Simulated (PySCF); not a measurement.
# C4H5F3 (1,1,2-trifluoro-2-methylcyclopropane): the cost of one run

Programs: PySCF 2.14.0, with density-fitted response routines of our own. Each step states its level of theory. These are calculated values for one molecule in the gas phase, unless marked as measured. Atoms count from 0, in the outputs and in this text.

### Step 1. The molecule as given

12 atoms, charge 0, multiplicity 1; geometry from: GFN2-xTB. The atoms were then displaced at random by about 0.01 Å, so the start is not that level's minimum.

Bonds of the start (Å): C0–C1 1.52, C1–F2 1.36, C1–C3 1.48, C3–C4 1.48, C4–F5 1.35, C4–F6 1.35, C4–C1 1.49, C0–H7 1.09, C0–H8 1.10, C0–H9 1.06, C3–H10 1.07, C3–H11 1.10.

### Step 2. Optimising the geometry at PBE0-D3(BJ)/def2-TZVP

The job: settings as JSON, then the geometry in Å.

```
{"job": {"xc": "PBE0", "basis": "def2-TZVP", "d3": "d3bj", "grid": 2, "shake": 0.01, "kind": "geom"}, "charge": 0, "multiplicity": 1}
C      1.431740    -0.011810    -0.536590
C      0.223460    -0.322880     0.325760
F      0.543190    -1.128830     1.370650
C     -1.124980    -0.532680    -0.243950
C     -0.864720     0.668760     0.574310
F     -1.424110     0.825980     1.793930
F     -0.789040     1.885050    -0.006430
H      2.222940     0.437970     0.066230
H      1.125090     0.745330    -1.276920
H      1.775920    -0.891910    -1.013660
H     -1.312820    -0.412720    -1.292600
H     -1.766960    -1.290530     0.230240
```

Command:

```sh
> OMP_NUM_THREADS=2 python probes_run.py task.json out
```

This one command runs all jobs of the session in turn.

**Question.** How long does this first job take on 2 threads of Intel Xeon at 2.50GHz, shared host, and how much memory does it need?

About 8.3 min, with a peak of 1.3 GiB.
